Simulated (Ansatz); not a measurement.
# C2H4BN: the cost of one run

All numbers are computed with the Python package of Ansatz 0.2.0. Level of theory: PBE0+D3(BJ)/aug-cc-pVDZ.

### Step 1. The system

Bond lengths: B1–N2 1.475 Å, N2–C3 1.258 Å, C3–C4 1.336 Å, B1–H5 1.194 Å, B1–H6 1.253 Å, C4–H7 1.075 Å, C4–H8 1.066 Å. Angles: B1–N2–C3 118.5°, N2–B1–H5 125.0°, N2–B1–H6 119.4°, H5–B1–H6 115.5°, N2–C3–C4 174.3°, C3–C4–H7 118.3°, C3–C4–H8 120.0°, H7–C4–H8 120.9°.

No structure file is read: the coordinates are typed or built in the script.

### Step 2. Script

The input, tae.py:

```python
"""Energy to split C2H4BN into its atoms."""

from collections import Counter

import ansatz as az
from ase import Atoms

BASIS = "aug-cc-pVDZ"
XC = "pbe0"
DISPERSION = "d3bj"


def energy_of(molecule, charge=0, unpaired=0):
    calc = (
        molecule.calculation()
        .basis(gaussian=BASIS)
        .functional(XC, dispersion=DISPERSION)
        .scf(lower_state_search="light")
    )
    if charge:
        calc = calc.charge(charge)
    if unpaired:
        calc = calc.spin("collinear", total=unpaired)
    report = calc.run(threads=1).report
    if report["published_state_doubts"]:
        print("  doubts:", report["published_state_doubts"])
    return report["free_energy_ev"]


def main() -> None:
    atoms = Atoms(["B", "N", "C", "C", "H", "H", "H", "H"], positions=[
        [-0.6376, 1.5416, -0.5002],
        [-0.2614, 0.7751, 0.702],
        [0.1665, -0.3983, 0.555],
        [0.742, -1.5971, 0.4286],
        [-0.5985, 1.1242, -1.6181],
        [-1.1088, 2.6959, -0.3711],
        [0.7822, -2.0429, -0.549],
        [1.0077, -2.1556, 1.2971],
    ])
    system = az.Crystal.molecule_from_ase(atoms)

    # unpaired electrons of the ground-state atoms
    unpaired = {"B": 1, "N": 3, "C": 2, "H": 1}
    counts = Counter(site.symbol for site in system.cartesian_sites)
    atom_energy = {s: energy_of(az.Crystal.molecule().atom(s, (0, 0, 0)), 0, unpaired[s]) for s in counts}
    whole = energy_of(system, 0, 0)
    for s, e in atom_energy.items():
        print(f"{s:2s} x{counts[s]}  {e:14.5f} eV")
    print(f"C2H4BN: {whole:.5f} eV")
    split = sum(counts[s] * e for s, e in atom_energy.items()) - whole
    print(f"atomisation energy (no zero-point term): {96.485332 * split:.1f} kJ/mol, {split / sum(counts.values()):.3f} eV an atom")


if __name__ == "__main__":
    main()
```

### Step 3. What the engine is handed

The engine receives this input (first run):

```yaml
crystal:
  periodic: [false, false, false]
  atoms:
    - { symbol: B, position_ang: [0.0, 0.0, 0.0] }
basis:
  gaussian:
    orbitals: aug-cc-pVDZ
hamiltonian:
  xc: pbe0
  dispersion: d3bj
magnetization:
  spin_polarized: true
  initial_magnetization: 1.0
scf:
  lower_state_search: light
```

### Step 4. Running it

The run is started by

```console
> python tae.py
```

**Question.** How long does this script take on 1 thread of Arm Neoverse V2, shared host, and how much memory does it need?

About 3.5 s, with a peak of 0.26 GiB.
